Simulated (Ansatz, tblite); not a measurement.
# The cluster Ge2H4: removing and adding an electron

Aim: the energy of removing and adding an electron for the cluster Ge2H4, by energy differences, and how well orbital energies stand in for it.

Computed with Ansatz 0.2.0, Gaussian basis. Level: as each input shows.

Levels to be run: charge +1 doublet, at the geometry of the singlet (PBE0-D4/def2-TZVP, PBE-D4/def2-TZVP, r2SCAN-D4/def2-TZVP, CCSD(T)/def2-TZVPP); charge -1 doublet, at the geometry of the singlet (PBE0-D4/def2-TZVPD, PBE-D4/def2-TZVPD, r2SCAN-D4/def2-TZVPD); the starting singlet's energies come from earlier runs.

1 further run of the same task is left out (set aside as unsound or not needed). Runs told in other sessions of the task aren't counted.

## Step 1: The geometry

The singlet was relaxed beforehand with r2SCAN-D4/def2-TZVP. At that level it is the lowest of the isomers that a small search found.

6 atoms, charge 0, spin multiplicity 1.

Atoms are counted from 1 here; the program's logs count them from 0.

Bond lengths: Ge1–Ge2 2.375 Å, Ge1–H5 1.591 Å, Ge2–H3 1.709 Å, Ge2–H4 1.544 Å, Ge2–H6 1.544 Å. Angles: Ge2–Ge1–H5 86.0°, Ge1–Ge2–H3 51.7°, Ge1–Ge2–H4 128.0°, Ge1–Ge2–H6 121.5°, H3–Ge2–H4 104.2°, H3–Ge2–H6 100.6°, H4–Ge2–H6 106.8°.

## Step 2: Charge +1 doublet at the fixed geometry, PBE0-D4/def2-TZVP

The input, in.yaml:

```yaml
crystal:
  periodic: [false, false, false]
  atoms:
    - {symbol: Ge, position_ang: [0.987122, -0.159798, -1.455836]}
    - {symbol: Ge, position_ang: [-0.529247, 0.507692, 0.246405]}
    - {symbol: H, position_ang: [1.019995, -0.192083, 0.421946]}
    - {symbol: H, position_ang: [-1.449657, -0.387927, 1.103959]}
    - {symbol: H, position_ang: [0.308387, -1.594397, -1.342474]}
    - {symbol: H, position_ang: [-0.336610, 1.826512, 1.026001]}
basis:
  gaussian: {orbitals: def2-TZVP}
total_charge: 1
magnetization: {spin_polarized: true, initial_magnetization: 1}
hamiltonian: {xc: pbe0, dispersion: d4}
output: {orbitals: {seedname: orbitals}}
```

On the command line:

```
$ ansatz run in.yaml --threads 4 --pin off --events-out ev --progress --plain --max-ram 3916MiB
```

The program printed:

```text
Functional definition: PBE0
  name "PBE0"
  cite "Adamo & Barone, J. Chem. Phys. 110, 6158 (1999) doi:10.1063/1.478522"
  cite "Perdew, Burke & Ernzerhof, Phys. Rev. Lett. 77, 3865 (1996) doi:10.1103/PhysRevLett.77.3865"
  parent pbe
  parameter a = 0.25
  parameter kappa = 0.804
  parameter beta = 0.06672455060314922
  exchange = (1 - a)*pbe_x(kappa = kappa, mu = beta*pi^2/3) + a*exact_x
  correlation = pbe_c(beta = beta)
850 factors; integrals over basis functions are off by at most 1.8e-3 eV
mean field evaluation 1: about -113075.2755 eV, gradient 1.6e1 eV
mean field evaluation 2: about -113074.5715 eV, gradient 1.9e1 eV
mean field evaluation 4: about -113077.0183 eV, gradient 1.2e0 eV
mean field evaluation 8: about -113077.0590 eV, gradient 9.4e-2 eV
mean field evaluation 16: about -113077.0597 eV, gradient 1.7e-3 eV
mean field evaluation 32: about -113076.3889 eV, gradient 4.5e0 eV
mean field -113077.05965896 eV, -4155.5052960829 hartree, gradient 1.3e-5 eV, S^2 0.760860; 2 other end points of the search recorded, 0 dependent functions left out
reference -113077.05968480 eV, -4155.5052970324 hartree; 34, 33 occupied and 86, 87 virtual orbitals, 850 factors
Total energy: -113077.13183242 eV, -4155.5079484085 hartree
```

It took 3.6 s on 4 threads of Arm Neoverse V1, shared host.

From the report: HOMO -13.52 eV, LUMO -10.91 eV (over both spins); ⟨S²⟩ 0.761 (pure: 0.75).

## Step 3: Charge +1 doublet at the fixed geometry, PBE-D4/def2-TZVP

start.molden holds the orbitals of an earlier run on this state, given as this run's starting guess.

Edit in.yaml of step 2 so:

```diff
@@ -10,6 +10,7 @@
 basis:
-  gaussian: {orbitals: def2-TZVP}
+  gaussian: {orbitals: def2-TZVP, initial_orbitals: start.molden}
 total_charge: 1
 magnetization: {spin_polarized: true, initial_magnetization: 1}
-hamiltonian: {xc: pbe0, dispersion: d4}
+hamiltonian: {xc: pbe, dispersion: d4}
+scf: {omitted_lower_state_checks: [starts]}
 output: {orbitals: {seedname: orbitals}}
```

The command is unchanged.

The program printed:

```text
Functional definition: PBE
  name "PBE"
  cite "Perdew, Burke & Ernzerhof, Phys. Rev. Lett. 77, 3865 (1996) doi:10.1103/PhysRevLett.77.3865"
  parent pbe
  parameter kappa = 0.804
  parameter beta = 0.06672455060314922
  exchange = pbe_x(kappa = kappa, mu = beta*pi^2/3)
  correlation = pbe_c(beta = beta)
these checks for a lower state are left out or cut short: starts
892 factors; their error is unknown
mean field evaluation 1: about -113074.1107 eV, gradient 8.0e0 eV
mean field evaluation 2: about -113074.2226 eV, gradient 1.6e-1 eV
mean field evaluation 4: about -113074.1977 eV, gradient 3.0e-3 eV
mean field -113074.19772840 eV, -4155.4001220747 hartree, gradient 1.8e-5 eV, S^2 0.754041; 0 other end points of the search recorded, 0 dependent functions left out
reference -113074.19776316 eV, -4155.4001233521 hartree; 34, 33 occupied and 86, 87 virtual orbitals, 892 factors
Total energy: -113074.28367039 eV, -4155.4032803847 hartree
Checks for a lower state left out: starts
```

Run time: 1.6 s. Hardware: 4 threads of Arm Neoverse V1, shared host.

HOMO -12.56 eV, LUMO -11.78 eV (over both spins); ⟨S²⟩ 0.754 (pure: 0.75).

## Step 4: Charge +1 doublet at the fixed geometry, r2SCAN-D4/def2-TZVP

Edit in.yaml of step 3 so:

```diff
@@ -13,3 +13,3 @@
 magnetization: {spin_polarized: true, initial_magnetization: 1}
-hamiltonian: {xc: pbe, dispersion: d4}
+hamiltonian: {xc: r2scan, dispersion: d4}
 scf: {omitted_lower_state_checks: [starts]}
```

The command is unchanged.

The program printed:

```text
Functional definition: r2SCAN
  name "r2SCAN"
  cite "Furness, Kaplan, Ning, Perdew & Sun, J. Phys. Chem. Lett. 11, 8208 (2020) doi:10.1021/acs.jpclett.0c02405"
  cite "Furness, Kaplan, Ning, Perdew & Sun, J. Phys. Chem. Lett. 11, 9248 (2020) doi:10.1021/acs.jpclett.0c03077"
  parent r2scan
  parameter k0 = 0.174
  parameter k1 = 0.065
  parameter a1 = 4.9479
  exchange = r2scan_x(k0 = k0, k1 = k1, a1 = a1)
  correlation = r2scan_c
these checks for a lower state are left out or cut short: starts
892 factors; their error is unknown
mean field evaluation 1: about -113090.8038 eV, gradient 5.5e0 eV
mean field evaluation 2: about -113090.8477 eV, gradient 7.0e-2 eV
mean field evaluation 4: about -113090.8292 eV, gradient 1.2e-3 eV
mean field -113090.82919638 eV, -4156.0113172497 hartree, gradient 2.8e-5 eV, S^2 0.762548; 0 other end points of the search recorded, 0 dependent functions left out
reference -113090.82920846 eV, -4156.0113176937 hartree; 34, 33 occupied and 86, 87 virtual orbitals, 892 factors
Total energy: -113090.84697882 eV, -4156.0119707424 hartree
Checks for a lower state left out: starts
```

Wall time 4.6 s (4 threads of Arm Neoverse V1, shared host).

Report: HOMO -12.80 eV, LUMO -11.56 eV (over both spins); ⟨S²⟩ 0.763 (pure: 0.75).

## Step 5: Charge +1 doublet at the fixed geometry, CCSD(T)/def2-TZVPP

Edit in.yaml of step 4 so:

```diff
@@ -10,7 +10,7 @@
 basis:
-  gaussian: {orbitals: def2-TZVP, initial_orbitals: start.molden}
+  gaussian: {orbitals: def2-TZVPP, initial_orbitals: start.molden}
 total_charge: 1
 magnetization: {spin_polarized: true, initial_magnetization: 1}
-hamiltonian: {xc: r2scan, dispersion: d4}
-scf: {omitted_lower_state_checks: [starts]}
+correlation: {method: ccsd_t}
+scf: {omitted_lower_state_checks: [starts, cluster_reference]}
 output: {orbitals: {seedname: orbitals}}
```

The command is unchanged.

The program printed:

```text
Functional definition: HF
  name "HF"
  cite "Fock, Z. Phys. 61, 126 (1930) doi:10.1007/BF01340294"
  parent pbe
  exchange = exact_x
  correlation = 0
these checks for a lower state are left out or cut short: starts, cluster_reference
943 factors; integrals over basis functions are off by at most 8.8e-4 eV
mean field evaluation 1: about -113000.0774 eV, gradient 2.3e1 eV
mean field evaluation 2: about -113000.9569 eV, gradient 1.2e0 eV
mean field evaluation 4: about -113000.9934 eV, gradient 1.2e-1 eV
mean field evaluation 8: about -113000.9936 eV, gradient 2.5e-6 eV
mean field -113000.99357861 eV, -4152.7099191893 hartree, gradient 2.5e-6 eV, S^2 0.823759; 0 other end points of the search recorded, 0 dependent functions left out
18 core orbitals not correlated: weight in the atoms' cores, before any rotation towards them, 1.000 or more for the frozen orbitals, at most 0.000 for the correlated occupied ones
reference -113000.99357861 eV, -4152.7099191893 hartree; 16, 15 occupied and 118, 119 virtual orbitals, 943 factors
second order -12.86893600 eV of doubles, -0.00000000 eV of singles
cycle   1  -12.88719150 eV  change   -1.8e-2 eV  update   1.0e-1
cycle   2  -13.46952984 eV  change   -5.8e-1 eV  update   3.9e-2
cycle   3  -13.54129106 eV  change   -7.2e-2 eV  update   2.2e-2
cycle   4  -13.53777865 eV  change    3.5e-3 eV  update   1.0e-2
cycle   5  -13.54208949 eV  change   -4.3e-3 eV  update   5.4e-3
cycle   6  -13.54231234 eV  change   -2.2e-4 eV  update   3.4e-3
cycle   7  -13.54347532 eV  change   -1.2e-3 eV  update   2.4e-3
cycle   8  -13.54424856 eV  change   -7.7e-4 eV  update   1.8e-3
cycle   9  -13.54393684 eV  change    3.1e-4 eV  update   1.2e-3
cycle  10  -13.54379208 eV  change    1.4e-4 eV  update   6.0e-4
cycle  11  -13.54401442 eV  change   -2.2e-4 eV  update   3.0e-4
cycle  12  -13.54395675 eV  change    5.8e-5 eV  update   1.3e-4
cycle  13  -13.54396834 eV  change   -1.2e-5 eV  update   5.8e-5
cycle  14  -13.54391599 eV  change    5.2e-5 eV  update   3.1e-5
cycle  15  -13.54389796 eV  change    1.8e-5 eV  update   1.5e-5
perturbative correction -0.51683785 eV, -0.0189934407 hartree
Total energy: -113015.05431441 eV, -4153.2266416996 hartree
Checks for a lower state left out: starts, cluster_reference
```

Wall time 1.7 min (4 threads of Arm Neoverse V1, shared host); peak memory 2.4 GiB.

From the report: Hartree-Fock HOMO -15.73 eV, LUMO -7.15 eV (over both spins); ⟨S²⟩ 0.824 (pure: 0.75); T1 0.021.

## Step 6: Vertical ionisation energy

Charged state less starting state, singlet to doublet; the starting state's energies are those of its earlier runs.

```csv
method,vertical ionisation energy (eV),from CCSD(T)/def2-TZVPP (eV),time
HF/def2-TZVPP,7.98,-0.98,
PBE-D4/def2-TZVP,8.88,-0.08,2.6 s
r2SCAN-D4/def2-TZVP,8.92,-0.04,6.5 s
PBE0-D4/def2-TZVP,8.92,-0.04,5.2 s
MP2/def2-TZVPP,9.02,+0.06,
CCSD/def2-TZVPP,8.91,-0.05,
CCSD(T)/def2-TZVPP,8.96,0,2 min
```

Times add the two runs; a level without a time comes out of a correlated run.

Beside −ε(HOMO) of the starting state:

```csv
level,−ε(HOMO) (eV),by difference (eV),mismatch (eV)
PBE-D4/def2-TZVP,5.94,8.88,-2.94
r2SCAN-D4/def2-TZVP,6.19,8.92,-2.73
PBE0-D4/def2-TZVP,6.88,8.92,-2.04
```

## Step 7: Charge -1 doublet at the fixed geometry, PBE0-D4/def2-TZVPD

Edit in.yaml of step 5 so:

```diff
@@ -10,7 +10,6 @@
 basis:
-  gaussian: {orbitals: def2-TZVPP, initial_orbitals: start.molden}
-total_charge: 1
+  gaussian: {orbitals: def2-TZVPD}
+total_charge: -1
 magnetization: {spin_polarized: true, initial_magnetization: 1}
-correlation: {method: ccsd_t}
-scf: {omitted_lower_state_checks: [starts, cluster_reference]}
+hamiltonian: {xc: pbe0, dispersion: d4}
 output: {orbitals: {seedname: orbitals}}
```

The command is unchanged.

The program printed:

```text
Functional definition: PBE0
  name "PBE0"
  cite "Adamo & Barone, J. Chem. Phys. 110, 6158 (1999) doi:10.1063/1.478522"
  cite "Perdew, Burke & Ernzerhof, Phys. Rev. Lett. 77, 3865 (1996) doi:10.1103/PhysRevLett.77.3865"
  parent pbe
  parameter a = 0.25
  parameter kappa = 0.804
  parameter beta = 0.06672455060314922
  exchange = (1 - a)*pbe_x(kappa = kappa, mu = beta*pi^2/3) + a*exact_x
  correlation = pbe_c(beta = beta)
1056 factors; their error is unknown
mean field evaluation 1: about -113085.1842 eV, gradient 2.0e1 eV
mean field evaluation 2: about -113084.9564 eV, gradient 2.4e1 eV
mean field evaluation 4: about -113085.9491 eV, gradient 8.4e-1 eV
mean field evaluation 8: about -113086.4114 eV, gradient 1.7e-1 eV
mean field evaluation 16: about -113086.4116 eV, gradient 1.9e-4 eV
mean field -113086.41155614 eV, -4155.8489719653 hartree, gradient 2.6e-5 eV, S^2 0.761905; 2 other end points of the search recorded, 0 dependent functions left out
reference -113086.41159048 eV, -4155.8489732271 hartree; 35, 34 occupied and 109, 110 virtual orbitals, 1056 factors
Total energy: -113086.52767145 eV, -4155.8532391242 hartree
```

It took 4.3 s on 4 threads of Arm Neoverse V1, shared host.

Report: HOMO 1.25 eV, LUMO 3.50 eV (over both spins); ⟨S²⟩ 0.762 (pure: 0.75). Doubts: highest occupied level lies above zero.

## Step 8: Charge -1 doublet at the fixed geometry, PBE-D4/def2-TZVPD

Edit in.yaml of step 7 so:

```diff
@@ -10,6 +10,7 @@
 basis:
-  gaussian: {orbitals: def2-TZVPD}
+  gaussian: {orbitals: def2-TZVPD, initial_orbitals: start.molden}
 total_charge: -1
 magnetization: {spin_polarized: true, initial_magnetization: 1}
-hamiltonian: {xc: pbe0, dispersion: d4}
+hamiltonian: {xc: pbe, dispersion: d4}
+scf: {omitted_lower_state_checks: [starts]}
 output: {orbitals: {seedname: orbitals}}
```

Launched as before.

The program printed:

```text
Functional definition: PBE
  name "PBE"
  cite "Perdew, Burke & Ernzerhof, Phys. Rev. Lett. 77, 3865 (1996) doi:10.1103/PhysRevLett.77.3865"
  parent pbe
  parameter kappa = 0.804
  parameter beta = 0.06672455060314922
  exchange = pbe_x(kappa = kappa, mu = beta*pi^2/3)
  correlation = pbe_c(beta = beta)
these checks for a lower state are left out or cut short: starts
950 factors; their error is unknown
mean field evaluation 1: about -113083.4148 eV, gradient 8.0e0 eV
mean field evaluation 2: about -113083.5219 eV, gradient 1.6e-1 eV
mean field evaluation 4: about -113083.5092 eV, gradient 1.1e-3 eV
mean field -113083.50924705 eV, -4155.7423140737 hartree, gradient 6.9e-6 eV, S^2 0.755275; 0 other end points of the search recorded, 0 dependent functions left out
reference -113083.50929156 eV, -4155.7423157092 hartree; 35, 34 occupied and 109, 110 virtual orbitals, 950 factors
Total energy: -113083.64735787 eV, -4155.7473895527 hartree
Checks for a lower state left out: starts
```

Wall time 2.4 s (4 threads of Arm Neoverse V1, shared host).

HOMO 1.95 eV, LUMO 2.74 eV (over both spins); ⟨S²⟩ 0.755 (pure: 0.75). Doubts: highest occupied level lies above zero.

## Step 9: Charge -1 doublet at the fixed geometry, r2SCAN-D4/def2-TZVPD

Edit in.yaml of step 8 so:

```diff
@@ -13,3 +13,3 @@
 magnetization: {spin_polarized: true, initial_magnetization: 1}
-hamiltonian: {xc: pbe, dispersion: d4}
+hamiltonian: {xc: r2scan, dispersion: d4}
 scf: {omitted_lower_state_checks: [starts]}
```

The command is unchanged.

The program printed:

```text
Functional definition: r2SCAN
  name "r2SCAN"
  cite "Furness, Kaplan, Ning, Perdew & Sun, J. Phys. Chem. Lett. 11, 8208 (2020) doi:10.1021/acs.jpclett.0c02405"
  cite "Furness, Kaplan, Ning, Perdew & Sun, J. Phys. Chem. Lett. 11, 9248 (2020) doi:10.1021/acs.jpclett.0c03077"
  parent r2scan
  parameter k0 = 0.174
  parameter k1 = 0.065
  parameter a1 = 4.9479
  exchange = r2scan_x(k0 = k0, k1 = k1, a1 = a1)
  correlation = r2scan_c
these checks for a lower state are left out or cut short: starts
950 factors; their error is unknown
mean field evaluation 1: about -113100.2692 eV, gradient 5.6e0 eV
mean field evaluation 2: about -113100.3158 eV, gradient 7.6e-2 eV
mean field evaluation 4: about -113100.3095 eV, gradient 3.0e-4 eV
mean field -113100.30951493 eV, -4156.3597125306 hartree, gradient 9.4e-6 eV, S^2 0.765403; 0 other end points of the search recorded, 0 dependent functions left out
reference -113100.30953231 eV, -4156.3597131691 hartree; 35, 34 occupied and 109, 110 virtual orbitals, 950 factors
Total energy: -113100.33982885 eV, -4156.3608265464 hartree
Checks for a lower state left out: starts
```

It took 6 s on 4 threads of Arm Neoverse V1, shared host.

HOMO 1.73 eV, LUMO 3.12 eV (over both spins); ⟨S²⟩ 0.765 (pure: 0.75). Doubts: highest occupied level lies above zero.

## Step 10: Vertical electron affinity

Starting state less charged state (positive: the electron is bound), singlet to doublet; the starting state's energies are those of its earlier runs.

```
               level  vertical electron affinity (eV)   time
   PBE-D4/def2-TZVPD                            +0.46  3.7 s
r2SCAN-D4/def2-TZVPD                            +0.55  8.7 s
  PBE0-D4/def2-TZVPD                            +0.45    6 s
```

Times add the two runs; a level without a time comes out of a correlated run.

Beside −ε(LUMO) of the starting state:

| level | −ε(LUMO) (eV) | by difference (eV) | mismatch (eV) |
| --- | --- | --- | --- |
| PBE-D4/def2-TZVPD | 2.87 | 0.46 | +2.41 |
| r2SCAN-D4/def2-TZVPD | 2.77 | 0.55 | +2.22 |
| PBE0-D4/def2-TZVPD | 2.11 | 0.45 | +1.66 |

## Step 11: Summary of results

| quantity | value |
| --- | --- |
| vertical ionisation energy, functionals in def2-TZVP | 8.88 (PBE-D4) to 8.92 eV (r2SCAN-D4) |
| vertical ionisation energy, CCSD(T)/def2-TZVPP | 8.96 eV |
| vertical electron affinity, functionals in def2-TZVPD | 0.45 (PBE0-D4) to 0.55 eV (r2SCAN-D4) |

What this shows: The vertical ionisation energy spans 8.88 to 8.92 eV over the functionals, beside 8.96 eV from CCSD(T)/def2-TZVPP. −ε(HOMO) misses the level's own difference by -2.04 eV at best (PBE0-D4) and -2.94 eV at worst (PBE-D4). The reference is CCSD(T) in one finite basis, so it carries an error of its own, often a tenth of an eV or more, and near misses can't be ranked. The vertical electron affinity spans 0.45 to 0.55 eV over the functionals. The anion's highest level lies above zero where self-interaction lifts it, so diffuse functions weigh on these values. −ε(LUMO) misses the level's own difference by +1.66 eV at best (PBE0-D4) and +2.41 eV at worst (PBE-D4).

The anion's highest level is positive in at least one run, so there the basis alone may hold the extra electron.
